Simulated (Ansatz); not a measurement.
# H2OSZn: how energies converge with the basis set

One table from this session's results is given with a row withheld; the runs are named, their logs left out.

Computed with Ansatz 0.2.0, Gaussian basis. Level: one geometry, several basis sets.

Plan: PBE0-D4/def2-SVP; ωB97M-V/def2-SVP; PBE0-D4/def2-QZVPP; ωB97M-V/def2-QZVPP; the functionals' def2-TZVPP values are taken from earlier runs.

## The relaxed structure

All runs share one geometry, relaxed beforehand with PBE0-D4 in a triple-zeta def2 set.

SMILES `[OH][Zn][SH]`, 5 atoms, charge 0, spin multiplicity 1.

Atoms are counted from 1 here; the program's logs count them from 0.

Bond lengths: O1–Zn2 1.773 Å, O1–H4 0.959 Å, Zn2–S3 2.149 Å, S3–H5 1.345 Å. Angles: Zn2–O1–H4 115.7°, O1–Zn2–S3 176.2°, Zn2–S3–H5 93.0°.

Set-up of the first run:

The input, in.yaml:

```yaml
crystal:
  periodic: [false, false, false]
  atoms:
    - {symbol: O, position_ang: [-1.312232, -1.337274, -0.178520]}
    - {symbol: Zn, position_ang: [-0.241246, 0.074921, -0.129238]}
    - {symbol: S, position_ang: [1.030551, 1.805686, -0.209582]}
    - {symbol: H, position_ang: [-1.581916, -1.684623, 0.673305]}
    - {symbol: H, position_ang: [2.154643, 1.067689, -0.197365]}
basis:
  gaussian: {orbitals: def2-SVP}
hamiltonian: {xc: pbe0, dispersion: d4}
output: {orbitals: {seedname: orbitals}}
```

Command:

```
$ ansatz run in.yaml --threads 2 --pin off --events-out ev --progress --plain --max-ram 22528MiB --backend cpu
```

Among the steps run: PBE0-D4 in def2-SVP; ωB97M-V in def2-SVP; PBE0-D4 in def2-QZVPP; ωB97M-V in def2-QZVPP.

One table of the session follows, with a row left open; its other results are not shown here.

It belongs to the step «Density functionals: the series». 

```
functional       basis  HOMO (eV)
   PBE0-D4    def2-SVP      -7.17
   PBE0-D4  def2-TZVPP          ?
   PBE0-D4  def2-QZVPP      -7.53
   ωB97M-V    def2-SVP      -9.33
   ωB97M-V  def2-TZVPP      -9.70
   ωB97M-V  def2-QZVPP      -9.74
```

Estimate the missing values for PBE0-D4, def2-TZVPP.

The run gave: HOMO (eV): -7.51. In the column «HOMO (eV)» it lies between PBE0-D4, def2-QZVPP (-7.53) and PBE0-D4, def2-SVP (-7.17).
